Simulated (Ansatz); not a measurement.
# Alloy of SrZrO3 and SrHfO3 (1 of 8 Zr sites exchanged), 40 atoms

Aim: relax the alloy cell and compare the gap by PBEsol and r²SCAN.

All numbers are computed with Ansatz 0.2.0 (PAW, plane waves).

### Step 1. The starting cell

40 atoms (8 Sr, 7 Zr, 1 Hf, 24 O); a = 8.254 Å, b = 8.254 Å, c = 8.254 Å, α = 90.00°, β = 90.00°, γ = 90.00°. All atoms were shaken off their sites by about 0.02 Å along each axis.

The runs, in order: (2) PBEsol cell relaxation at the single k point (¼, ¼, ¼), on 1 × NVIDIA GB300 Max-Q with 8 threads of Arm Neoverse-V2; (3) r²SCAN single point at the single k point (¼, ¼, ¼), on 1 × NVIDIA GB300 Max-Q with 8 threads of Arm Neoverse-V2.

### Step 2. PBEsol relaxation of the cell and the positions

in.yaml

```yaml
crystal:
  lattice:
    - [8.254136, 0.000000, 0.000000]
    - [0.000000, 8.254136, 0.000000]
    - [0.000000, 0.000000, 8.254136]
  atoms:
    - { symbol: Sr, position: [0.999408, 0.000728, 0.000046] }
    - { symbol: Sr, position: [0.997127, 0.001499, 0.497568] }
    - { symbol: Sr, position: [0.997191, 0.503186, 0.999938] }
    - { symbol: Sr, position: [0.999969, 0.498497, 0.503679] }
    - { symbol: Sr, position: [0.499077, 0.998366, 0.003378] }
    - { symbol: Sr, position: [0.499331, 0.999568, 0.498608] }
    - { symbol: Sr, position: [0.498023, 0.499948, 0.996805] }
    - { symbol: Sr, position: [0.498993, 0.497272, 0.501965] }
    - { symbol: Zr, position: [0.249464, 0.252344, 0.252404] }
    - { symbol: Zr, position: [0.250461, 0.253838, 0.748170] }
    - { symbol: Zr, position: [0.251757, 0.745482, 0.246870] }
    - { symbol: Zr, position: [0.252202, 0.750172, 0.748256] }
    - { symbol: Zr, position: [0.751850, 0.253603, 0.249226] }
    - { symbol: Zr, position: [0.749638, 0.253146, 0.752445] }
    - { symbol: Zr, position: [0.751468, 0.753056, 0.751271] }
    - { symbol: Hf, position: [0.749568, 0.751207, 0.251225] }
    - { symbol: O, position: [0.249596, 0.252785, 0.998588] }
    - { symbol: O, position: [0.248122, 0.247071, 0.499349] }
    - { symbol: O, position: [0.250197, 0.753754, 0.995658] }
    - { symbol: O, position: [0.247805, 0.751299, 0.503065] }
    - { symbol: O, position: [0.751484, 0.248944, 0.996847] }
    - { symbol: O, position: [0.747395, 0.253508, 0.498860] }
    - { symbol: O, position: [0.752287, 0.750985, 0.996723] }
    - { symbol: O, position: [0.751517, 0.749802, 0.496332] }
    - { symbol: O, position: [0.004239, 0.251519, 0.249460] }
    - { symbol: O, position: [0.996199, 0.245534, 0.752165] }
    - { symbol: O, position: [0.998351, 0.752280, 0.248382] }
    - { symbol: O, position: [0.000256, 0.749986, 0.750001] }
    - { symbol: O, position: [0.497525, 0.249429, 0.248335] }
    - { symbol: O, position: [0.501541, 0.245445, 0.750338] }
    - { symbol: O, position: [0.498713, 0.749801, 0.250615] }
    - { symbol: O, position: [0.501882, 0.750581, 0.745358] }
    - { symbol: O, position: [0.256641, 0.998598, 0.246282] }
    - { symbol: O, position: [0.250527, 0.997463, 0.750220] }
    - { symbol: O, position: [0.249070, 0.501284, 0.248616] }
    - { symbol: O, position: [0.249949, 0.502777, 0.744897] }
    - { symbol: O, position: [0.745378, 0.999987, 0.250480] }
    - { symbol: O, position: [0.749004, 0.001979, 0.748906] }
    - { symbol: O, position: [0.752955, 0.494636, 0.246827] }
    - { symbol: O, position: [0.748014, 0.501606, 0.751853] }
  symmetry: { detect: false }
kpoints:
  mp_grid: { grid: [1, 1, 1], shift: [0.25, 0.25, 0.25] }
hamiltonian:
  xc: pbesol
scf:
  occupations: { method: fermi_dirac, width: 0.01 }
relax:
  f_tol: 0.03
  max_steps: 80
  escape_saddle: false
  adjacent_minimum: "off"
  cell: { fix: [shape] }
output:
  forces: true
  eigenvalues: true
  populations: true
```

On the command line:

```bash
$ ansatz run in.yaml --threads 8 --pin off --max-ram 118750MiB --runs-dir r --events-out ev --progress --plain --backend cuda --devices 0,
```

Further steps of the session: Single point with r²SCAN.

**Question.** What will these runs give? Wanted: for each run, top filled to lowest empty.

As calculated:

| level | time | top filled to lowest empty (eV) |
| --- | --- | --- |
| PBEsol, relaxation | 16 s (GPU) | 4.38 |
| r²SCAN | 3.5 s (GPU) | 4.96 |

| quantity | value |
| --- | --- |
| relaxation | 13 recorded steps, 2.54 eV gained |
| largest shift | 0.47 Å (O38) |
| relaxed cell | a = 8.171 Å, b = 8.171 Å, c = 8.171 Å, α = 90.00°, β = 90.00°, γ = 90.00° |
| mean bonds | Hf–O 2.083, O–Sr 2.691, O–Zr 2.093 Å |

**Reading.** Relaxation gains 2.54 eV, with shifts up to 0.47 Å (O38), while the volume changes by -3.0 %. The mean lengths of the listed bonds run from Hf–O 2.08 Å to O–Sr 2.69 Å. With one k point the spacing samples only the states that fold onto it, so it can exceed the gap over the zone.
